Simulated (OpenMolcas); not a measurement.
**A workflow on CH3BFN (SMILES BN=CF)**

Aim: the energy (HF/ANO-RCC-MB), then a single-point energy (CASSCF(2,2)/ANO-RCC-VDZP), then the energy along one coordinate (CASPT2(2,2)/ANO-RCC-VDZP), then the energy along one coordinate (SC-NEVPT2(2,2)/ANO-RCC-VDZP), then an energy scan (MC-PDFT[tPBE](2,2)/ANO-RCC-VDZP) of CH3BFN. 

Program for the calculation: OpenMolcas 26.06.

## 1. The system as given

CH3BFN: 7 atoms, total charge 0, spin state singlet. As SMILES, `BN=CF`. Geometry: relaxed at PBE0-D4/def2-TZVP.

Bond lengths: B1–N2 1.364 Å, N2–C3 1.223 Å, C3–F4 1.339 Å, B1–H5 1.196 Å, B1–H6 1.196 Å, C3–H7 1.088 Å. Angles: B1–N2–C3 178.6°, N2–C3–F4 122.5°, N2–B1–H5 118.8°, N2–B1–H6 118.8°, N2–C3–H7 126.7°, F4–C3–H7 110.8°, H5–B1–H6 122.5°.

## 2. A single-point energy at HF/ANO-RCC-MB (DKH2) (run 1)

Contents of input.xyz:

```xyz
7

B     -0.480500     1.089800     0.570900
N      0.018600    -0.008400    -0.066500
C      0.466800    -1.006900    -0.611700
F      0.739900    -2.132000     0.060700
H      0.284400     1.897100     1.009900
H     -1.666300     1.214200     0.659800
H      0.698200    -1.122000    -1.669000
```

Contents of step1.inp:

```
* CH3BFN Hartree-Fock

&GATEWAY
  Coord
  input.xyz
  Basis
  ANO-RCC-MB
  Group
  NoSym

&SEWARD

&SCF
  PrOrbitals
  0

&LOCALISATION
  Occupied
  Freeze
  Pipek-Mezey

&LOCALISATION
  FileOrb
  $Project.LocOrb
  Virtual
  Pipek-Mezey
```

Run with:

```
export MOLCAS_MEM=1860
pymolcas step1.inp > step1.log
```

The log of the run:

```text
--- Start Module: gateway ---
[...]
--- Stop Module: gateway /rc=_RC_ALL_IS_WELL_ ---
[...]
      Basis functions           23
[...]
       Convergence after  11 Iterations
[...]
::    Total SCF energy                               -218.1085439889
[...]
      Total spin, S                                     0.0000000000
[...]
      Total electronic charge=   30.000000
      Total            charge=   -0.000000
[...]
      Dipole Moment (debye):
      Origin of the operator (angstrom)=    0.2361   -0.6556   -0.0141
                   X=  1.7142E-01               Y=  3.5171E-01               Z= -1.6336E+00           Total=  1.6798E+00
      Quadrupole Moment (debye*angstrom):
[...]
--- Start Module: localisation ---
[...]
--- Stop Module: localisation /rc=_RC_ALL_IS_WELL_ ---
--- Start Module: localisation ---
[...]
--- Stop Module: localisation /rc=_RC_ALL_IS_WELL_ ---
[...]
```

Run time: 4.2 s. Hardware: 1 thread of Intel Xeon Platinum 8259CL at 2.50GHz (Skylake/Cascade Lake), shared host; peak memory 0.38 GiB.

## 3. The energy at CASSCF(2,2)/ANO-RCC-VDZP (DKH2, RICD fitting) (run 2)

input.xyz is that of step 2.

Contents of step2.input:

```
* CH3BFN CASSCF

&GATEWAY
  COORD=input.xyz
  BASIS=ANO-RCC-MB
  GROUP=NoSym

&SEWARD

&RASSCF
  FILEORB=$CurrDir/step1.LocOrb
  ALTER=2
  1 8 15
  1 16 19
  SPIN=1
  NACTEL=2 0 0
  INACTIVE=14
  RAS2=2
  ORBLISTING=Nothing
>>> COPY $Project.RunFile RUNFIL1
>>> COPY $Project.RasOrb INPORB

&GATEWAY
  COORD=input.xyz
  BASIS=ANO-RCC-VDZP
  GROUP=NoSym
  RICD

&SEWARD
>>> COPY $Project.RunFile RUNFIL2

&EXPBAS

&RASSCF
  FILEORB=$Project.ExpOrb
  SPIN=1
  NACTEL=2 0 0
  INACTIVE=14
  RAS2=2
  ORBLISTING=Nothing
```

Run with:

```
export MOLCAS_MEM=1860
pymolcas step2.input > step2.log
```

The log of the run:

```text
--- Start Module: gateway ---
[...]
      Basis functions           23
[...]
      Number of active orbitals                  2
[...]
      Spin quantum number                      0.0
[...]
      Active orbitals                            2
[...]
      Number of CSFs                             3
[...]
      Number of root(s) required                 1
[...]
      Convergence after  9 iterations
[...]
      printout of CI-coefficients larger than  0.05 for root  1
      energy=    -218.121954
      conf/sym  11     Coeff  Weight
             1  20   0.99589 0.99180
             3  02  -0.09053 0.00820
      Natural orbitals and occupation numbers for root  1
      sym 1:   1.983608   0.016392
      ************************************************************************************************************************
      *                                                    Final results                                                     *
[...]
::    RASSCF root number  1 Total energy:   -218.12195358
[...]
      Basis functions           71
[...]
      Convergence after 13 iterations
[...]
      Natural orbitals and occupation numbers for root  1
      sym 1:   1.983097   0.016903
      ************************************************************************************************************************
      *                                                    Final results                                                     *
[...]
::    RASSCF root number  1 Total energy:   -218.41579692
[...]
      Total electronic charge=   30.000000
      Total            charge=   -0.000000
[...]
      Dipole Moment (debye):
      Origin of the operator (angstrom)=    0.2361   -0.6556   -0.0141
                   X=  2.4225E-01               Y=  1.8340E-01               Z= -1.6991E+00           Total=  1.7261E+00
      Quadrupole Moment (debye*angstrom):
[...]
```

Run time: 11 s. Hardware: 1 thread of Intel Xeon Platinum 8259CL at 2.50GHz (Skylake/Cascade Lake), shared host; peak memory 0.38 GiB.

## 4. The energy along one coordinate at CASPT2(2,2)/ANO-RCC-VDZP (DKH2, RICD fitting, ipea shift 0.25 Eh, pt2 variant SS) (run 3)

Contents of step3.input:

```
* CH3BFN CASPT2
>>> COPY $CurrDir/step2.RasOrb $Project.RasOrb
>>> ForEach K in (1, 2, 3, 4, 5, 6, 7, 8, 9)
&GATEWAY
COORD = $CurrDir/point$K.xyz
BASIS = ANO-RCC-VDZP
GROUP = NoSym
RICD
&SEWARD
&RASSCF
FILEORB = $Project.RasOrb
SPIN = 1
NACTEL = 2 0 0
INACTIVE = 14
RAS2 = 2
ORBLISTING = Nothing
&CASPT2
IMAGINARY = 0.2
FROZEN = 4
>>> EndDo
```

Run with:

```
export MOLCAS_MEM=1860
pymolcas step3.input > step3.log
```

The log of the run:

```text
[...]
      Basis functions           71
[...]
      Number of active orbitals                  2
[...]
      Spin quantum number                      0.0
[...]
      Active orbitals                            2
[...]
      Number of CSFs                             3
[...]
      Number of root(s) required                 1
[...]
      Convergence after 12 iterations
[...]
      printout of CI-coefficients larger than  0.05 for root  1
      energy=    -218.405329
      conf/sym  11     Coeff  Weight
             1  20   0.99708 0.99418
             3  02  -0.07632 0.00582
      Natural orbitals and occupation numbers for root  1
      sym 1:   1.988351   0.011649
      ************************************************************************************************************************
      *                                                    Final results                                                     *
[...]
::    RASSCF root number  1 Total energy:   -218.40532947
[...]
::    CASPT2 Root  1     Total energy:   -218.96692917
[...]
      Convergence after  9 iterations
[...]
      Natural orbitals and occupation numbers for root  1
      sym 1:   1.983122   0.016878
      ************************************************************************************************************************
      *                                                    Final results                                                     *
[...]
      Convergence after  9 iterations
[...]
      Convergence after 11 iterations
[...]
      Convergence after 11 iterations
[...]
::    RASSCF root number  1 Total energy:   -218.25594391
[...]
::    CASPT2 Root  1     Total energy:   -218.81697486
[...]
      Convergence after 11 iterations
[...]
::    RASSCF root number  1 Total energy:   -218.24755858
[...]
      Reference weight:           0.84771
[...]
::    CASPT2 Root  1     Total energy:   -218.80712150
[...]
```

It took 61 s on 1 thread of Intel Xeon Platinum 8259CL at 2.50GHz (Skylake/Cascade Lake), shared host; peak memory 0.085 GiB.

The scan, from its lowest point:

| H7–C3 (Å) | energy (kJ/mol) |
| --- | --- |
| 0.980 | 26.5 |
| 1.088 | 0.0 |
| 1.197 | 14.5 |
| 1.361 | 72.5 |
| 1.578 | 167.5 |
| 1.850 | 273.5 |
| 2.177 | 361.3 |
| 2.612 | 420.2 |
| 3.265 | 446.0 |

## 5. The energy along one coordinate at SC-NEVPT2(2,2)/ANO-RCC-VDZP (DKH2, RICD fitting, pt2 variant SC-NEVPT2) (run 4)

Contents of step4.input:

```
* CH3BFN NEVPT2
>>> COPY $CurrDir/step2.RasOrb $Project.RasOrb
>>> ForEach K in (1, 2, 3, 4, 5, 6, 7, 8, 9)

&GATEWAY
 Coord
 $CurrDir/point$K.xyz
 Basis
 ANO-RCC-VDZP
 Group
 NoSym
 RICD

&SEWARD

&RASSCF
 FileOrb
 $Project.RasOrb
 Spin
 1
 Nactel
 2 0 0
 Inactive
 14
 Ras2
 2
 OrbListing
 Nothing

&CASPT2
 SC-NEVPT2
 Frozen
 4
>>> EndDo
```

Run with:

```
export MOLCAS_MEM=1860
pymolcas step4.input > step4.log
```

The log of the run:

```text
--- Start Module: gateway ---
[...]
      Basis functions           71
[...]
      Number of active orbitals                  2
[...]
      Spin quantum number                      0.0
[...]
      Active orbitals                            2
[...]
      Number of CSFs                             3
[...]
      Number of root(s) required                 1
[...]
      Convergence after 12 iterations
[...]
      printout of CI-coefficients larger than  0.05 for root  1
      energy=    -218.405329
      conf/sym  11     Coeff  Weight
             1  20   0.99708 0.99418
             3  02  -0.07632 0.00582
      Natural orbitals and occupation numbers for root  1
      sym 1:   1.988351   0.011649
      ************************************************************************************************************************
      *                                                    Final results                                                     *
[...]
::    RASSCF root number  1 Total energy:   -218.40532947
[...]
::    SC-NEVPT2 Root  1     Total energy:   -218.96221104
[...]
      Convergence after  9 iterations
[...]
      Natural orbitals and occupation numbers for root  1
      sym 1:   1.983122   0.016878
      ************************************************************************************************************************
      *                                                    Final results                                                     *
[...]
      Convergence after  9 iterations
[...]
      Convergence after 11 iterations
[...]
      Convergence after 11 iterations
[...]
::    RASSCF root number  1 Total energy:   -218.25594391
[...]
::    SC-NEVPT2 Root  1     Total energy:   -218.81204118
[...]
      Convergence after 11 iterations
[...]
::    RASSCF root number  1 Total energy:   -218.24755858
[...]
::    SC-NEVPT2 Root  1     Total energy:   -218.80255515
[...]
```

Wall time 59 s (1 thread of Intel Xeon Platinum 8259CL at 2.50GHz (Skylake/Cascade Lake), shared host); peak memory 0.085 GiB.

The scan, from its lowest point:

| H7–C3 (Å) | energy (kJ/mol) |
| --- | --- |
| 0.980 | 27.4 |
| 1.088 | 0.0 |
| 1.197 | 13.7 |
| 1.361 | 70.8 |
| 1.578 | 165.5 |
| 1.850 | 272.4 |
| 2.177 | 362.1 |
| 2.612 | 421.6 |
| 3.265 | 446.5 |

## 6. An energy scan at MC-PDFT[tPBE](2,2)/ANO-RCC-VDZP (DKH2, RICD fitting) (run 5)

Contents of step5.input:

```
>>> COPY $CurrDir/step2.RasOrb $Project.RasOrb
>>> ForEach K in (1, 2, 3, 4, 5, 6, 7, 8, 9)

&GATEWAY
  Coord
  $CurrDir/point$K.xyz
  Basis
  ANO-RCC-VDZP
  Group
  NoSym
  RICD

&SEWARD

&RASSCF
  FileOrb
  $Project.RasOrb
  Spin
  1
  Nactel
  2 0 0
  Inactive
  14
  Ras2
  2
  OrbListing
  Nothing

&MCPDFT
  KSDFT
  T:PBE
>>> EndDo
```

Run with:

```
export MOLCAS_MEM=1860
pymolcas step5.input > step5.log
```

The log of the run:

```text
--- Start Module: gateway ---
[...]
      Basis functions           71
[...]
      Number of active orbitals                  2
[...]
      Spin quantum number                      0.0
[...]
      Active orbitals                            2
[...]
      Number of CSFs                             3
[...]
      Number of root(s) required                 1
[...]
      Convergence after 12 iterations
[...]
      printout of CI-coefficients larger than  0.05 for root  1
      energy=    -218.405329
      conf/sym  11     Coeff  Weight
             1  20   0.99708 0.99418
             3  02  -0.07632 0.00582
      Natural orbitals and occupation numbers for root  1
      sym 1:   1.988351   0.011649
      ************************************************************************************************************************
      *                                                    Final results                                                     *
[...]
::    RASSCF root number  1 Total energy:   -218.40532947
[...]
::    MCPDFT root number  1 Total energy:   -219.28340804
[...]
      Convergence after  9 iterations
[...]
      Natural orbitals and occupation numbers for root  1
      sym 1:   1.983122   0.016878
      ************************************************************************************************************************
      *                                                    Final results                                                     *
[...]
      Convergence after  9 iterations
[...]
      Convergence after 11 iterations
[...]
      Convergence after 11 iterations
[...]
::    RASSCF root number  1 Total energy:   -218.25594391
[...]
::    MCPDFT root number  1 Total energy:   -219.12298600
[...]
      Convergence after 11 iterations
[...]
::    RASSCF root number  1 Total energy:   -218.24755858
[...]
::    MCPDFT root number  1 Total energy:   -219.11210429
[...]
```

Wall time 65 s (1 thread of Intel Xeon Platinum 8259CL at 2.50GHz (Skylake/Cascade Lake), shared host); peak memory 0.085 GiB.

The scan, from its lowest point:

| H7–C3 (Å) | energy (kJ/mol) |
| --- | --- |
| 0.980 | 27.3 |
| 1.088 | 0.0 |
| 1.197 | 13.4 |
| 1.361 | 70.1 |
| 1.578 | 166.0 |
| 1.850 | 278.2 |
| 2.177 | 378.1 |
| 2.612 | 448.5 |
| 3.265 | 477.1 |

## 7. What came out

| quantity | value |
| --- | --- |
| run 1, HF/ANO-RCC-MB: total energy | -218.10854 Eh |
| run 1, HF/ANO-RCC-MB: dipole moment | 1.68 D |
| run 1, HF/ANO-RCC-MB: HOMO energy | -13.04 eV |
| run 1, HF/ANO-RCC-MB: LUMO energy | 3.06 eV |
| run 1, HF/ANO-RCC-MB: HOMO–LUMO gap | 16.10 eV |
| run 2, CASSCF(2,2)/ANO-RCC-VDZP: total energy | -218.41580 Eh |
| run 2, CASSCF(2,2)/ANO-RCC-VDZP: dipole moment (CASSCF density) | 1.73 D |
| run 3, CASPT2(2,2)/ANO-RCC-VDZP: lowest energy of the scan | -218.97701 Eh |
| run 4, SC-NEVPT2(2,2)/ANO-RCC-VDZP: lowest energy of the scan | -218.97263 Eh |
| run 5, MC-PDFT[tPBE](2,2)/ANO-RCC-VDZP: lowest energy of the scan | -219.29382 Eh |

What this shows: Mulliken charges (run 1, HF/ANO-RCC-MB) run from -0.37 on N2 to +0.26 on C3; they depend strongly on the basis. Mulliken charges (run 2, CASSCF(2,2)/ANO-RCC-VDZP) run from -0.31 on F4 to +0.52 on C3.
